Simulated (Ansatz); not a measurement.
I need energies of removing a hydrogen of BH₇SSi₂, SMILES [SiH3][SiH2]BS. Use the Ansatz DFT code, driven from Python. Level of theory (for the species named): B3LYP, pcseg-2 basis, multiplicity 1.

```csv
atom,x (Å),y (Å),z (Å)
Si,-1.0416,1.4219,0.3846
Si,-0.1730,-0.0856,-0.9455
B,1.3457,-0.8377,-0.0691
S,1.2518,-1.6960,1.5981
H,-2.2668,2.0321,-0.3116
H,-0.1072,2.5438,0.6350
H,-1.4665,0.8477,1.6469
H,0.2839,0.5511,-2.2199
H,-1.1451,-1.1297,-1.1664
H,2.4474,-0.7575,-0.5320
H,0.9369,-2.9471,1.0006
```

Script `run_bde.py`:
```python
"""X-H bond energies of BH7SSi2 without relaxation."""

import ansatz as az
from ase import Atoms

params = {
    "basis_set": "pcseg-2",
    "xc": "b3lyp",
}


def total_energy(molecule, charge=0, unpaired=0):
    calc = molecule.calculation().basis(gaussian=params["basis_set"]).functional(params["xc"])
    if charge:
        calc = calc.charge(charge)
    if unpaired:
        calc = calc.spin("collinear", total=unpaired)
    report = calc.run().report
    if report["published_state_doubts"]:
        print("  doubts:", report["published_state_doubts"])
    return report["free_energy_ev"]

def without(molecule, index):
    rest = az.Crystal.molecule()
    for i, site in enumerate(molecule.cartesian_sites):
        if i != index:
            rest = rest.atom(site.symbol, site.position_ang)
    return rest

atoms = Atoms(["Si", "Si", "B", "S", "H", "H", "H", "H", "H", "H", "H"], positions=[
    [-1.0416, 1.4219, 0.3846],
    [-0.173, -0.0856, -0.9455],
    [1.3457, -0.8377, -0.0691],
    [1.2518, -1.696, 1.5981],
    [-2.2668, 2.0321, -0.3116],
    [-0.1072, 2.5438, 0.635],
    [-1.4665, 0.8477, 1.6469],
    [0.2839, 0.5511, -2.2199],
    [-1.1451, -1.1297, -1.1664],
    [2.4474, -0.7575, -0.532],
    [0.9369, -2.9471, 1.0006],
])
molecule = az.Crystal.molecule_from_ase(atoms)

whole = total_energy(molecule, 0)
hydrogen = total_energy(az.Crystal.molecule().atom("H", (0, 0, 0)), 0, 1)
print(f"E(molecule) = {whole:.5f} eV, E(H) = {hydrogen:.5f} eV")
for index in [6, 8, 9]:
    radical = total_energy(without(molecule, index), 0, 1)
    print(f"H{index}: homolysis {23.060548 * (radical + hydrogen - whole):.1f} kcal/mol")
    anion = total_energy(without(molecule, index), -1)
    print(f"H{index}: loss of a proton {23.060548 * (anion - whole):.1f} kcal/mol")
```

```console
$ python run_bde.py
E(molecule) = -27383.49462 eV, E(H) = -13.67026 eV
H6: homolysis 91.9 kcal/mol
H6: loss of a proton 371.7 kcal/mol
H8: homolysis 84.1 kcal/mol
H8: loss of a proton 346.1 kcal/mol
H9: homolysis 99.7 kcal/mol
H9: loss of a proton 405.2 kcal/mol
```

Notes:
- Total energies depend on the basis set; only differences at equal settings carry meaning.
- The geometry is a force-field or estimated start, not a minimum of this method, and the basis set is short of its limit. All parts are taken at fixed geometry, without zero-point energy.
- b3lyp holds the VWN-RPA fit, as in Gaussian; the form of ORCA and Turbomole is b3lyp5.
- Anions want diffuse functions, which this basis lacks.
- The whole script took 120 s on 1 thread of Arm Neoverse V1 (shared host), peak memory 0.72 GiB.
